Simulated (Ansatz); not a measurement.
The system is Ta3AsAu2O13.

```
CELL_PARAMETERS angstrom
5.24237 3.02668 4.14273
-5.24237 3.02668 4.14273
0.00000 -6.05337 4.14273
ATOMIC_POSITIONS crystal
Ta 0.23108 0.57229 0.23108
Ta 0.23108 0.23108 0.57229
Ta 0.57229 0.23108 0.23108
As 0.55878 0.55878 0.55878
Au 0.96559 0.96559 0.96559
Au 0.75105 0.75105 0.75105
O 0.40884 0.66762 0.40884
O 0.40884 0.40884 0.66762
O 0.66762 0.40884 0.40884
O 0.49726 0.01313 0.36024
O 0.36024 0.49726 0.01313
O 0.01313 0.36024 0.49726
O 0.36024 0.01313 0.49726
O 0.01313 0.49726 0.36024
O 0.49726 0.36024 0.01313
O 0.10963 0.74806 0.10963
O 0.10963 0.10963 0.74806
O 0.74806 0.10963 0.10963
O 0.30840 0.30840 0.30840
```

The cell was built by a generator and needn't be a form met in nature.

| Quantity | Value |
| --- | --- |
| Program | Ansatz 0.2.0 |
| Task | relaxation of cell and atoms |
| Functional | r2SCAN |
| Dispersion | rVV10 |
| Potentials or basis | Ansatz PAW |
| Cutoff | 500 eV (not typed: the program's choice for these potentials) |
| k mesh | 3 × 3 × 3 |
| Occupations | fermi-dirac, width 0.05 eV |
| Spin | no spin polarisation |

At the start: volume 20.76 Å³/atom.

Task: Where does the relaxation end?

Result: It ends after 9 steps and the volume is 19.47 Å³/atom (-6.2 %); space group R3m (No. 160, to 0.05 Å).

Step by step:
```
step  energy change (eV)  largest force (eV/Å)  volume (Å³)
   1              0.0000                0.4942       394.40
   2             -0.1797                0.5363       373.09
   3             -0.2150                0.1174       372.37
   4             -0.2221                0.0455       370.86
   5             -0.2243                0.0183       369.89
   6             -0.2244                0.0123       369.86
   7             -0.2244                0.0165       369.84
   8             -0.2245                0.0034       369.84
   9             -0.2150                0.0035       369.84
```

Final structure:
```xyz
19
Lattice="5.2025 3.0036 3.9446 -5.2025 3.0036 3.9446 0.0000 -6.0073 3.9446" Properties=species:S:1:pos:R:3 pbc="T T T"
Ta   -1.7744    1.0245    4.0429
Ta    0.0000   -2.0489    4.0429
Ta    1.7744    1.0245    4.0429
As    0.0000    0.0000    6.6741
Au    0.0000    0.0000   11.5976
Au    0.0000    0.0000    9.0044
O    -1.3248    0.7649    5.8791
O     0.0000   -1.5297    5.8791
O     1.3248    0.7649    5.8791
O     2.5264   -0.6369    3.3894
O    -0.7117    2.5064    3.3894
O    -1.8147   -1.8695    3.3894
O     1.8147   -1.8695    3.3894
O    -2.5264   -0.6369    3.3894
O     0.7117    2.5064    3.3894
O    -3.3269    1.9208    3.8377
O     0.0000   -3.8416    3.8377
O     3.3269    1.9208    3.8377
O     0.0000    0.0000    3.5559
```

Caveat: the plane-wave basis is chosen anew once the cell has moved, so the energies of steps on either side of that aren't comparable; the PAW data sets come from PBE, with cores solved anew for the run's functional, which leaves a small shift of forces and pressure.
